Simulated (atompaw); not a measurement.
# Pseudopotential generation for Sm: PAW (atompaw), PBEsol

Aim: build the potential from the settings below, then test how well it stands in for the atom: scattering, ghost states and the plane-wave cutoff that it needs.

Method: atompaw 4.2.0.5, PBEsol, scalar-relativistic.

## Step 1: The atom and the settings

Typed settings, in words:

```json
{"element": "samarium (Sm, Z = 62)", "type": "PAW", "frozen core": "[Xe]", "valence charge": "8", "reference configuration": "4f5 5d1 6s2 6p0", "partial waves": "6s (bound): rc 3.00 bohr; 6s channel at 0.15 Ry: rc 3.00 bohr; 6p (bound, empty): rc 3.00 bohr; 6p channel at 4.85 Ry: rc 3.00 bohr; 5d (bound): rc 3.00 bohr; 5d channel at 0.2 Ry: rc 3.00 bohr; 4f (bound): rc 1.70 bohr; 4f channel at -0.2 Ry: rc 1.70 bohr", "local potential": "bessel scheme, radius 2.65 bohr", "core correction": "smooth core density matched at 2.85 bohr", "augmentation charge": "sinc compensation charge, radius 2.80 bohr; PAW radius 3.00 bohr; waves and projectors: custom rrkj gramschmidtortho"}
```

The nodes and maxima of the atom's own shells, from an earlier all-electron run, set the scale for the radii.

All-electron outer shells of the reference configuration (PBEsol, scalar-relativistic, ld1.x):

| shell | level (eV) | outermost node (bohr) | outermost maximum (bohr) |
| --- | --- | --- | --- |
| 5s | -46.74 | 0.68 | 1.25 |
| 5p | -26.00 | 0.73 | 1.42 |
| 4f | -8.00 | – | 0.61 |
| 6s | -4.02 | 1.67 | 3.48 |
| 5d | -2.76 | 0.83 | 2.01 |
| 6p | -1.32 | 1.99 | 4.64 |

## Step 2: The generation run

Input file Sm.input:

```
Sm 62
GGA-PBESOL scalarrelativistic loggrid 2001 logderivrange -3 5 201
6 6 5 4 0 0
6 1 0
5 2 1
4 3 5
0 0 0
c
c
c
c
c
v
c
c
c
c
v
c
c
v
v
3
3.00 2.80 2.65 2.85
y
0.15
n
y
4.85
n
y
0.2
n
y
-0.2
n
custom rrkj gramschmidtortho sinc
bessel
3.00
3.00
3.00
3.00
3.00
3.00
1.70
1.70
PWSCFOUT
UPFDX 0.0125d0 UPFXMIN -7.d0 UPFZMESH 62.d0
END
```

Started as:

```
$ atompaw < Sm.input > Sm.log
```

What does the calculation give? Wanted: cutoffs for 10 and 1 mRy, occupied levels; bound ghosts; largest phase difference near zero energy, channels read; lowest eigenvalue of the overlap; share of valence orbitals outside the PAW sphere; UPF file.

**Answer**, as computed:

| quantity | value |
| --- | --- |
| cutoffs for 10 and 1 mRy, occupied levels | 45 Ry and 80 Ry |
| bound ghosts | p at -12.72 eV, s at -11.88 eV |
| largest phase difference near zero energy, channels read | 0.174 rad |
| lowest eigenvalue of the overlap (Bessel basis) | 0.066 (p) |
| share of valence orbitals outside the PAW sphere | 6s 78 %, 6p 94 %, 5d 37 %, 4f 1 % |
| UPF file | written |

**Reading.** A bound ghost (p, s) makes it unfit for use: electrons can fall into a state that the atom doesn't have. The potential is of middling hardness: the looser tolerance needs 45 Ry. The slowest occupied level is 4f: taken alone it needs 50 Ry to come within 1 mRy, against 10 Ry for 5d. Near zero energy the largest phase difference among the channels read is 0.17 rad, in the p channel. All of this concerns the isolated atom, not yet a solid.
